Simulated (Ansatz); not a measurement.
LaSb, space group Fm-3m, cell relaxations under several functionals

With the Ansatz DFT code, driven from Python.

The script reads `POSCAR`:
```text
LaSb
1.0
   0.00000000    3.24500000    3.24500000
   3.24500000    0.00000000    3.24500000
   3.24500000    3.24500000    0.00000000
La Sb
1 1
Direct
   0.00000000    0.00000000    0.00000000
   0.50000000    0.50000000    0.50000000
```

Typed at the interpreter:
```pycon
>>> import warnings
>>> import ansatz as az
>>> from ase.io import read
>>> import numpy as np
>>> def edges_and_angles(cell):
...     cell = np.asarray(cell)
...     a, b, c = np.linalg.norm(cell, axis=1)
...     cosines = cell[1] @ cell[2] / (b * c), cell[0] @ cell[2] / (a * c), cell[0] @ cell[1] / (a * b)
...     return (a, b, c, *np.degrees(np.arccos(cosines)))
...
>>> warnings.simplefilter('ignore', az.DeckWarning)
>>> atoms = read('POSCAR', format='vasp')
>>> cell = az.Crystal.from_ase(atoms)
>>> [site.symbol for site in cell.resolved().sites]
['La', 'Sb']
>>> calculation = (
...     cell.calculation()
...     .kpoints(9)
...     .basis(21 * az.Ha)
...     .occupations('methfessel_paxton')
...     .relax(cell=True, force_tolerance=0.05, max_steps=100)
... )
>>> levels = [('pbesol', 'd3bj'), ('blyp', 'd3bj'), ('pbesol', 'none')]
>>> print('level            a       b       c    alpha   beta  gamma  V/atom  steps')
level            a       b       c    alpha   beta  gamma  V/atom  steps
>>> for name, dispersion in levels:
...     seen = []
...     run = calculation.functional(name, dispersion=dispersion).session().plan()
...     outcome = run.execute(on_event=lambda e: seen.append(e) if e['event'] == 'relax_step' else None)
...     cell = outcome.lattice.cell_ang
...     label = name if dispersion == 'none' else f'{name}+{dispersion}'
...     print('{:13s} {:7.4f} {:7.4f} {:7.4f} {:6.2f} {:6.2f} {:6.2f}'.format(label, *edges_and_angles(cell)), f'{abs(np.linalg.det(cell)) / len(outcome.lattice.sites):7.3f} {len(seen):5d}')
...
pbesol+d3bj    4.5002  4.5002  4.5002  60.00  60.00  60.00  32.222     5
blyp+d3bj      4.5755  4.5755  4.5755  60.00  60.00  60.00  33.867     4
pbesol         4.5632  4.5632  4.5632  60.00  60.00  60.00  33.594     4
```

From smallest to largest: PBEsol+D3BJ (32.22 Å³ an atom, -5.7 % against the start), PBEsol (33.59 Å³ an atom, -1.7 % against the start) and BLYP+D3BJ (33.87 Å³ an atom, -0.9 % against the start). The spread is 5.1 % in volume.

Notes:
- Forces vanish by symmetry, so the ions can't move, and the end may be a saddle.
- BLYP and dispersion corrections can be off by several per cent in the lattices of metals, and by several GPa in the pressure at a fixed cell.
- Edges and angles are those of the cell as typed, here a primitive one, not of the conventional cell.
- The structure is a deposited one; some such entries were measured under pressure or heat, so a shift against it needn't be the functional's error alone.
- Run time: 55 s on 1 thread of Arm Neoverse V1 (shared host), peak memory 0.56 GiB.
